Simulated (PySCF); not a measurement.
# H6PbSi2 (Pb(SiH3)2): the cost of one run

The runs use PySCF 2.14.0; PBE0, Pb def2-SVP with ECP60, Si def2-SVP, H def2-SVP; scalar-relativistic core potentials, no spin–orbit coupling.

### Step 1. Starting geometry

9 atoms, charge 0, spin multiplicity 1.

Bond lengths: Pb1–Si2 2.736 Å, Pb1–Si6 2.736 Å, Si2–H3 1.500 Å, Si2–H4 1.500 Å, Si2–H5 1.503 Å, Si6–H7 1.500 Å, Si6–H8 1.500 Å, Si6–H9 1.503 Å. Angles: Si2–Pb1–Si6 84.5°, Pb1–Si2–H3 113.8°, Pb1–Si2–H4 114.5°, Pb1–Si2–H5 106.3°, H3–Si2–H4 107.6°, H3–Si2–H5 107.1°, H4–Si2–H5 107.0°, Pb1–Si6–H7 113.8°, Pb1–Si6–H8 114.5°, Pb1–Si6–H9 106.3°, H7–Si6–H8 107.6°, H7–Si6–H9 107.1°, H8–Si6–H9 107.0°.

Geometry (Å):

```csv
atom,x (Å),y (Å),z (Å)
Pb1,0.0000,0.0000,-0.4801
Si2,1.8383,0.0495,1.5459
H3,1.4726,-0.8156,2.7157
H4,3.2326,-0.3155,1.1309
H5,1.8832,1.4685,2.0410
Si6,-1.8383,-0.0495,1.5459
H7,-1.4726,0.8156,2.7157
H8,-3.2326,0.3155,1.1309
H9,-1.8832,-1.4685,2.0410
```

Formal oxidation states: Pb +2. An earlier session relaxed this geometry at PBE0, Pb def2-SVP with ECP60, Si def2-SVP, H def2-SVP (singlet, point group C2).

Its energy there is -775.004134 Eh.

### Step 2. Multiplicity 3 at the relaxed geometry

run.py (the lines that set the calculation) reads:

```python
mol = gto.M(atom='''
Pb     0.00000     0.00000    -0.48013
Si     1.83828     0.04955     1.54593
H      1.47260    -0.81556     2.71566
H      3.23257    -0.31551     1.13092
H      1.88318     1.46847     2.04105
Si    -1.83828    -0.04955     1.54593
H     -1.47260     0.81556     2.71566
H     -3.23257     0.31551     1.13092
H     -1.88318    -1.46847     2.04105''',
    basis={'Pb': 'def2-SVP', 'Si': 'def2-SVP', 'H': 'def2-SVP'},
    ecp={'Pb': 'def2-SVP'},
    charge=0, spin=2)
mf = dft.UKS(mol, xc='PBE0')
mf.grids.atom_grid = (50, 194)
mf = mf.density_fit()  # fitting sets: Pb def2-universal-JKFIT, Si def2-universal-JKFIT, H def2-universal-JKFIT
mf.conv_tol = 1e-08; mf.max_cycle = 55
mf.kernel(dm0)  # dm0: free metal ions and neutral atoms
```

Run with:

```sh
$ OMP_NUM_THREADS=2 python run.py
```

**Question.** How long does this run take on 2 threads of Arm Neoverse V2, shared host?

About 3.4 s.
